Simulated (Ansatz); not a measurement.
# AlFGeH₂O: basis-set convergence

How large a basis does AlFGeH₂O need? Two functionals are run in growing sets.

Program: Ansatz 0.2.0, Gaussian basis. Level of theory: one geometry, several basis sets. These are calculated values, not measurements.

Plan: PBE0-D4/def2-SVP; ωB97M-V/def2-SVP; PBE0-D4/def2-QZVPP; ωB97M-V/def2-QZVPP; the functionals' def2-TZVPP values are taken from earlier runs.

## (1) Structure used throughout

An earlier PBE0-D4 in a triple-zeta def2 set relaxation fixed the geometry.

SMILES `[F][GeH]1[O][AlH]1`, 6 atoms, charge 0, spin multiplicity 1.

Atoms are counted from 1 here; the program's logs count them from 0.

Bond lengths: F1–Ge2 1.747 Å, Ge2–O3 1.859 Å, Ge2–Al4 2.334 Å, Ge2–H5 1.542 Å, O3–Al4 1.702 Å, Al4–H6 1.572 Å. Angles: F1–Ge2–O3 107.1°, F1–Ge2–Al4 118.5°, F1–Ge2–H5 102.6°, O3–Ge2–Al4 46.2°, O3–Ge2–H5 110.8°, Al4–Ge2–H5 136.6°, Ge2–O3–Al4 81.8°, Ge2–Al4–O3 52.0°, Ge2–Al4–H6 168.3°, O3–Al4–H6 139.7°.

## (2) PBE0-D4 in def2-SVP

in.yaml reads:

```yaml
crystal:
  periodic: [false, false, false]
  atoms:
    - {symbol: F, position_ang: [1.350443, -1.720150, 0.670584]}
    - {symbol: Ge, position_ang: [0.896342, -0.291166, -0.226522]}
    - {symbol: O, position_ang: [-0.925228, -0.420743, -0.574827]}
    - {symbol: Al, position_ang: [-0.972678, 0.916374, 0.477112]}
    - {symbol: H, position_ang: [1.713040, -0.435098, -1.526884]}
    - {symbol: H, position_ang: [-2.019819, 1.886783, 1.134437]}
basis:
  gaussian: {orbitals: def2-SVP}
hamiltonian: {xc: pbe0, dispersion: d4}
output: {orbitals: {seedname: orbitals}}
```

The run is started by

```sh
$ ansatz run in.yaml --threads 2 --pin off --events-out ev --progress --plain --max-ram 4352MiB
```

The runs that follow: ωB97M-V in def2-SVP; PBE0-D4 in def2-QZVPP; ωB97M-V in def2-QZVPP.

**Question.** What will the summary of the whole plan be? Wanted: PBE0-D4: double and triple zeta above quadruple; ωB97M-V: double and triple zeta above quadruple.

The runs gave:

| quantity | value |
| --- | --- |
| PBE0-D4: double and triple zeta above quadruple | 17.35, 1.72 eV |
| ωB97M-V: double and triple zeta above quadruple | 17.36, 1.65 eV |

In words: For PBE0-D4 the step from double to triple zeta gains 15.64 eV and the next only 1.72 eV. Total energies overstate the basis error of differences, where much of it tends to cancel.
